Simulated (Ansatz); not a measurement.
Working through an atomisation energy of CH3NOSi, SMILES N#CO[SiH3]

Computed with the Python package of Ansatz (0.2.0).

Contents of `ch3nosi.xyz`:
```text
7

N     1.98700   -1.04430    1.49800
C     1.02290   -1.02490    0.76880
O    -0.04670   -1.06330   -0.06240
Si   -0.53380    0.43450   -0.46180
H    -1.76240    0.24830   -1.38980
H    -1.06600    1.16150    0.75330
H     0.46010    1.22030   -1.15180
```

Notebook, run cell by cell (the value of a cell's last expression is shown):

**Cell 1**
```python
from collections import Counter

import ansatz
```

**Cell 2**
```python
def energy(molecule, charge=0, unpaired=0):
    calc = (
        molecule.calculation()
        .basis(gaussian="cc-pVTZ")
        .functional("pbe0", dispersion="d3bj")
    )
    if charge:
        calc = calc.charge(charge)
    if unpaired:
        calc = calc.spin("collinear", total=unpaired)
    return calc.run(threads=1, backend="cpu").report["free_energy_ev"]

system = ansatz.Crystal.molecule_from_extxyz("ch3nosi.xyz")
```

**Cell 3**
```python
unpaired = {"N": 3, "C": 2, "O": 2, "Si": 2, "H": 1}
counts = Counter(site.symbol for site in system.cartesian_sites)
atom_energy = {s: energy(ansatz.Crystal.molecule().atom(s, (0, 0, 0)), 0, unpaired[s]) for s in counts}
whole = energy(system, 0, 0)
for s, e in atom_energy.items():
    print(f"{s:2s} x{counts[s]}  {e:14.5f} eV")
print(f"CH3NOSi: {whole:.5f} eV")
split = sum(counts[s] * e for s, e in atom_energy.items()) - whole
print(f"atomisation energy (no zero-point term): {split:.3f} eV, {split / sum(counts.values()):.3f} eV an atom")
```
Output:
```text
N  x1     -1484.15257 eV
C  x1     -1028.71112 eV
O  x1     -2041.24218 eV
Si x1     -7871.00267 eV
H  x3       -13.63395 eV
CH3NOSi: -12492.97771 eV
atomisation energy (no zero-point term): 26.967 eV, 3.852 eV an atom
```

26.967 eV from the electronic energies, without the zero-point term.

Caveats:
- Total energies depend on the basis set; only differences at equal settings carry meaning.
- The geometry is a force-field or estimated start, not a minimum of this method, and the basis set is short of its limit. All parts are taken at fixed geometry, without zero-point energy.
- For Al to Cl the sets with a tight d function, cc-pV(X+d)Z, are usual.
- Finished in 4.2 s on 1 thread of Arm Neoverse V2, on a shared host, peak memory 0.36 GiB.
